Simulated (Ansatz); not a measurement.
# C: the cost of one run

Method: DFT PBE, scalar-relativistic, plane waves, PAW, in Ansatz 0.2.0.

**1. The starting structure**

It takes space group P6_3/mmc (No. 194, hexagonal). Conventional cell: a = 2.460 Å, b = 2.460 Å, c = 6.700 Å, α = 90.00°, β = 90.00°, γ = 120.00°. C (site symmetry -6m2) has 3 C at 1.42 Å as nearest neighbours.

As a file:

```
CELL_PARAMETERS angstrom
2.46000 0.00000 0.00000
-1.23000 2.13042 0.00000
0.00000 0.00000 6.70000
ATOMIC_POSITIONS crystal
C 0.00000 0.00000 0.25000
C 0.33333 0.66667 0.25000
C 0.00000 0.00000 0.75000
C 0.66667 0.33333 0.75000
```

**2. Relaxing cell and atoms: C, no spin**

Contents of input.yaml:

```yaml
crystal:
  lattice:
    - [2.46, 0.0, 0.0]
    - [-1.23, 2.1304224933, 0.0]
    - [0.0, 0.0, 6.7]
  atoms:
    - { symbol: C, position: [0.0, 0.0, 0.25] }
    - { symbol: C, position: [0.3333333333, 0.6666666667, 0.25] }
    - { symbol: C, position: [0.0, 0.0, 0.75] }
    - { symbol: C, position: [0.6666666667, 0.3333333333, 0.75] }
scf:
  occupations: { method: gaussian, width: 0.05 }
output:
  forces: true
  stress: true
  eigenvalues: true
  write_density: true
  write_potential: true
  elf: true
  volumetric_format: npy
kpoints:
  mp_grid: { grid: [24, 24, 8] }
hamiltonian:
  xc: pbe
relax:
  f_tol: 0.01
  adjacent_minimum: "off"
  cell: { stress_tol: 0.05 }
```

Started as:

```sh
> ansatz run input.yaml --threads 2 --pin off --max-ram 6144MiB --backend cpu --events-out ev --progress --plain --runs-dir out
```

**Question.** How long does this run take on 2 threads of Intel Xeon 6975P-C (Granite Rapids), shared host, and how much memory does it need?

About 59 s, with a peak of 0.48 GiB.
